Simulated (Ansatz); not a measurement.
# CH7ClO2Si2: one species, many methods

How much do the methods differ for CH7ClO2Si2? The plan is to run it at one geometry with functionals of several rungs and with coupled cluster, and see how far each lands from CCSD(T) at the basis-set limit for the atomisation energy.

Program: Ansatz 0.2.0, Gaussian basis. Level of theory: functionals in def2-TZVPP, the program's frozen cores in correlated methods. These are calculated values, not measurements.

Levels to be run: PBE-D4, r2SCAN-D4, PBE0-D4, B3LYP-D4, ωB97X-V, ωB97M-V, B2PLYP; CCSD(T)/def2-TZVPP; MP2/def2-QZVPP; extrapolation to the limit.

## Step 1: The relaxed structure

The geometry comes from an earlier relaxation with PBE0-D4 in a triple-zeta def2 set; it is a stationary point, not always the lowest conformer.

SMILES `O[SiH](O)C[SiH2]Cl`, 13 atoms, charge 0, spin multiplicity 1.

Atoms are counted from 1 here; the program's logs count them from 0.

Bond lengths: O1–Si2 1.645 Å, O1–H7 0.958 Å, Si2–O3 1.637 Å, Si2–C4 1.862 Å, Si2–H8 1.482 Å, O3–H9 0.962 Å, C4–Si5 1.856 Å, C4–H10 1.097 Å, C4–H11 1.095 Å, Si5–Cl6 2.079 Å, Si5–H12 1.479 Å, Si5–H13 1.483 Å. Angles: Si2–O1–H7 117.9°, O1–Si2–O3 113.4°, O1–Si2–C4 103.8°, O1–Si2–H8 111.0°, O3–Si2–C4 112.1°, O3–Si2–H8 104.2°, C4–Si2–H8 112.7°, Si2–O3–H9 116.0°, Si2–C4–Si5 115.5°, Si2–C4–H10 108.7°, Si2–C4–H11 108.9°, Si5–C4–H10 106.9°, Si5–C4–H11 109.2°, H10–C4–H11 107.4°, C4–Si5–Cl6 109.5°, C4–Si5–H12 112.3°, C4–Si5–H13 112.1°, Cl6–Si5–H12 107.0° and more.

## Step 2: PBE-D4 (GGA)

The input, in.yaml:

```yaml
crystal:
  periodic: [false, false, false]
  atoms:
    - {symbol: O, position_ang: [-1.886951, 0.465619, 0.457156]}
    - {symbol: Si, position_ang: [-0.377505, 0.732862, 1.053421]}
    - {symbol: O, position_ang: [0.082977, -0.368636, 2.174120]}
    - {symbol: C, position_ang: [0.710032, 0.689892, -0.457936]}
    - {symbol: Si, position_ang: [0.506691, -0.800407, -1.544660]}
    - {symbol: Cl, position_ang: [0.632530, -2.524767, -0.390476]}
    - {symbol: H, position_ang: [-2.616381, 0.442239, 1.078006]}
    - {symbol: H, position_ang: [-0.311425, 2.029129, 1.768328]}
    - {symbol: H, position_ang: [0.232873, -1.262052, 1.851062]}
    - {symbol: H, position_ang: [0.486213, 1.567841, -1.076679]}
    - {symbol: H, position_ang: [1.756201, 0.767985, -0.145281]}
    - {symbol: H, position_ang: [-0.808697, -0.827505, -2.219593]}
    - {symbol: H, position_ang: [1.593442, -0.912189, -2.547467]}
basis:
  gaussian: {orbitals: def2-TZVPP}
hamiltonian: {xc: pbe, dispersion: d4}
output: {forces: true, orbitals: {seedname: orbitals}}
```

The run is started by

```bash
ansatz run in.yaml --threads 2 --pin off --events-out ev --progress --plain --max-ram 22528MiB --backend cuda --devices 0, --max-vram 18GiB
```

After this run come: r2SCAN-D4 (meta-GGA); PBE0-D4 (hybrid); B3LYP-D4 (hybrid); ωB97X-V (range-separated); ωB97M-V (range-separated); B2PLYP (double hybrid); CCSD(T) in def2-TZVPP; MP2 in def2-QZVPP.

Before running them: what should the planned runs give, taken together? Wanted: atomisation energy, CCSD(T)/CBS; farthest; mean size of error, hybrid; mean size of error, range-separated; gap, smallest and largest; T1 diagnostic; triples share of the correlation energy.

As calculated:

```
                               quantity                                 value
        atomisation energy, CCSD(T)/CBS                       1148.4 kcal/mol
functionals within 5.7 kcal/mol (0.5 %)   PBE-D4, r2SCAN-D4, ωB97X-V, ωB97M-V
                               farthest               B2PLYP (-21.6 kcal/mol)
             mean size of error, hybrid                         13.1 kcal/mol
    mean size of error, range-separated                          0.4 kcal/mol
              gap, smallest and largest  6.44 eV (PBE-D4), 13.10 eV (ωB97X-V)
                          T1 diagnostic                                0.0107
triples share of the correlation energy                                 3.7 %
```

What this shows: PBE-D4 is off by +0.6 kcal/mol. Double hybrids carry the basis error of their MP2 part in triple zeta, and no dispersion term here, so their miss is partly the set-up's. The reference freezes the cores and leaves out relativity and excitations past (T), so misses under about 5.7 kcal/mol can't be ranked. Hartree-Fock recovers 73 % of the binding; the rest is correlation. Orbital gaps span 6.4 to 13.1 eV; exact exchange widens them.
